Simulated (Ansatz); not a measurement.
**BGeH₅O: small, medium and large basis sets**

The task here is to estimate one member of a computed series from the others.

Method: one geometry, several basis sets; program: Ansatz 0.2.0, Gaussian basis.

Plan: PBE0-D4/def2-SVP; ωB97M-V/def2-SVP; PBE0-D4/def2-QZVPP; ωB97M-V/def2-QZVPP; the functionals' def2-TZVPP values are taken from earlier runs.

### Structure used throughout

An earlier PBE0-D4 in a triple-zeta def2 set relaxation fixed the geometry.

SMILES `B[O][GeH3]`, 8 atoms, charge 0, spin multiplicity 1.

Atoms are counted from 1 here; the program's logs count them from 0.

Bond lengths: B1–O2 1.341 Å, B1–H4 1.208 Å, B1–H5 1.201 Å, O2–Ge3 1.798 Å, Ge3–H6 1.533 Å, Ge3–H7 1.533 Å, Ge3–H8 1.535 Å. Angles: O2–B1–H4 120.9°, O2–B1–H5 117.8°, H4–B1–H5 121.3°, B1–O2–Ge3 126.3°, O2–Ge3–H6 105.9°, O2–Ge3–H7 105.9°, O2–Ge3–H8 108.2°, H6–Ge3–H7 111.6°, H6–Ge3–H8 112.3°, H7–Ge3–H8 112.3°.

As a file:

```xyz
8
BGeH5O
B    -0.69185    0.95239   -1.03779
O     0.38189    0.71256   -0.27160
Ge    0.62550   -0.70786    0.80271
H    -1.62315    0.18384   -1.05713
H    -0.69526    1.95357   -1.70136
H     0.81927   -0.14033    2.21320
H     1.89210   -1.40667    0.29617
H    -0.61630   -1.60460    0.70000
```

The first run:

Input file in.yaml:

```yaml
crystal:
  periodic: [false, false, false]
  atoms:
    - {symbol: B, position_ang: [-0.691845, 0.952389, -1.037789]}
    - {symbol: O, position_ang: [0.381893, 0.712563, -0.271604]}
    - {symbol: Ge, position_ang: [0.625500, -0.707864, 0.802713]}
    - {symbol: H, position_ang: [-1.623152, 0.183840, -1.057126]}
    - {symbol: H, position_ang: [-0.695257, 1.953572, -1.701358]}
    - {symbol: H, position_ang: [0.819265, -0.140332, 2.213202]}
    - {symbol: H, position_ang: [1.892096, -1.406666, 0.296165]}
    - {symbol: H, position_ang: [-0.616301, -1.604603, 0.699995]}
basis:
  gaussian: {orbitals: def2-SVP}
hamiltonian: {xc: pbe0, dispersion: d4}
output: {orbitals: {seedname: orbitals}}
```

Launch:

```bash
ansatz run in.yaml --threads 2 --pin off --events-out ev --progress --plain --max-ram 4352MiB
```

Steps of the session up to this table: PBE0-D4 in def2-SVP; ωB97M-V in def2-SVP; PBE0-D4 in def2-QZVPP; ωB97M-V in def2-QZVPP.

One of the session's tables, all rows but one given; the rest of the session is left out.

It belongs to the step «Density functionals: the series». 

```
functional       basis  HOMO (eV)  LUMO (eV)
   PBE0-D4    def2-SVP          ?          ?
   PBE0-D4  def2-TZVPP      -8.15      -0.32
   PBE0-D4  def2-QZVPP      -8.16      -0.38
   ωB97M-V    def2-SVP     -10.36       2.03
   ωB97M-V  def2-TZVPP     -10.49       1.53
   ωB97M-V  def2-QZVPP     -10.49       1.27
```

**Question.** Estimate the row for PBE0-D4, def2-SVP.

As computed: HOMO (eV): -8.08; LUMO (eV): -0.08. In the column «HOMO (eV)» it is the highest.
